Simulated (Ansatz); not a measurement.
# WSi2: the cost of one run

Computed with Ansatz 0.2.0 (DFT r²SCAN, scalar-relativistic, plane waves, PAW (the target; the first runs use scalar-relativistic PBE), unless a step's input says otherwise).

## 1. The structure to begin with

It takes space group I4/mmm (No. 139, tetragonal). Conventional cell: a = 3.214 Å, b = 3.214 Å, c = 7.830 Å, α = 90.00°, β = 90.00°, γ = 90.00°. Si (site symmetry 4mm) has 5 Si at 2.59 to 2.63 Å and 5 W at 2.62 Å as nearest neighbours. W (site symmetry 4/mmm) has 10 Si at 2.62 Å as nearest neighbours.

As a file:

```cif
data_structure
_symmetry_space_group_name_H-M 'I4/mmm'
_symmetry_Int_Tables_number 139
_cell_length_a 3.2138
_cell_length_b 3.2138
_cell_length_c 7.8299
_cell_angle_alpha 90.000
_cell_angle_beta 90.000
_cell_angle_gamma 90.000
_cell_volume 80.87
loop_
_atom_site_label
_atom_site_type_symbol
_atom_site_symmetry_multiplicity
_atom_site_Wyckoff_symbol
_atom_site_fract_x
_atom_site_fract_y
_atom_site_fract_z
_atom_site_occupancy
Si1 Si 4 e 0.00000 0.00000 0.33470 1
W1 W 2 a 0.00000 0.00000 0.00000 1
```

## 2. Relaxing cell and atoms (PBE, 8×8×8 mesh)

Input file input.yaml:

```yaml
crystal:
  lattice:
    - [-1.6069, 1.6069, 3.91495]
    - [1.6069, -1.6069, 3.91495]
    - [1.6069, 1.6069, -3.91495]
  atoms:
    - { symbol: Si, position: [0.3347, 0.3347, 0.0] }
    - { symbol: Si, position: [0.6653, 0.6653, 0.0] }
    - { symbol: W, position: [0.0, 0.0, 0.0] }
basis:
  ecutwfc: 420
  ecutrho_ratio: 4
kpoints:
  mp_grid: { grid: [8, 8, 8] }
hamiltonian:
  xc: pbe
scf:
  occupations: { method: gaussian, width: 0.05 }
output:
  forces: true
  stress: true
  eigenvalues: true
relax:
  f_tol: 0.03
  max_steps: 60
  cell: { stress_tol: 0.3 }
```

On the command line:

```sh
> ansatz run input.yaml --threads 1 --pin off --max-ram 2560MiB --backend cpu --events-out ev --progress --plain --runs-dir out
```

What time and memory should one allow on 1 thread of Intel Xeon Platinum 8488C (Sapphire Rapids), shared host?

About 8.7 s, with a peak of 0.42 GiB.
